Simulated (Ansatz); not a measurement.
LaBi3, space group Pm-3m: a test of the smearing width, run with Ansatz's Python interface.

The script, `labi3_smear.py`:
```python
"""How the energy of LaBi3 depends on the smearing."""

import ansatz
from tabulate import tabulate

cell = (
    ansatz.Lattice.from_parameters(5.011757, 5.011757, 5.011757, alpha=90.0, beta=90.0, gamma=90.0)
    .atom("La", (0.0, 0.0, 0.0))
    .atom("Bi", (0.5, 0.0, 0.5))
    .atom("Bi", (0.0, 0.5, 0.5))
    .atom("Bi", (0.5, 0.5, 0.0))
)

calculation = (
    cell.calculation()
    .functional(ansatz.Functional.R2SCAN)
    .pseudopotentials("paw")
    .kpoints(mesh=(5, 5, 5), center="gamma")
)

rows = []
for value in [0.3, 0.2, 0.1, 0.05]:
    rep = calculation.occupations("cold", width=value).run(threads=1).report
    rows.append((value, rep["free_energy_ev"] / len(rep["lattice"]["sites"]), rep["n_iterations"], rep["n_kpoints"]))

print(tabulate(rows, headers=["width (eV)", "F/atom (eV)", "iterations", "k-points"], floatfmt=".4f", tablefmt="simple"))

# differences from the last row
for row in rows[:-1]:
    shift = 1000 * (row[1] - rows[-1][1])
    print(f"{row[0]}: {shift:+.2f} meV/atom" + ("  (within 5 meV)" if abs(shift) < 5 else ""))
```

How much does the free energy per atom change between the narrowest and the widest smearing, and why?

Going from 0.05 to 0.3 eV changes F by -5.9 meV an atom. This scheme is built to cancel the term in the square of the width, but that needs a smooth density of states and a fine mesh, and here a sizeable shift remains.

The output:

```console
$ python labi3_smear.py
DeckWarning: basis.ecutwfc = 500 eV, auto-derived from the records' recommended cutoffs: set by La (their level for a meta-GGA)
  width (eV)    F/atom (eV)    iterations    k-points
------------  -------------  ------------  ----------
      0.3000    -10875.0646             8          10
      0.2000    -10875.0630             8          10
      0.1000    -10875.0602             8          10
      0.0500    -10875.0587             8          10
0.3: -5.88 meV/atom
0.2: -4.34 meV/atom  (within 5 meV)
0.1: -1.49 meV/atom  (within 5 meV)
```
(Warnings from the package without file and line.)

Notes:
- For a metal this k-point mesh is coarse: on a finer one energies can move by several to tens of meV an atom and pressures by half a GPa or more, differences at one mesh by less.
- The narrowest width needs the finest mesh, so the last row is no converged reference.
- Spin-orbit coupling, which matters for elements this heavy, is left out.
- The structure comes from a database of computed cells and needn't be a stable or known phase.
- Run time: 56 s on 1 thread of Arm Neoverse N1, with other jobs on the host, peak memory 0.66 GiB.
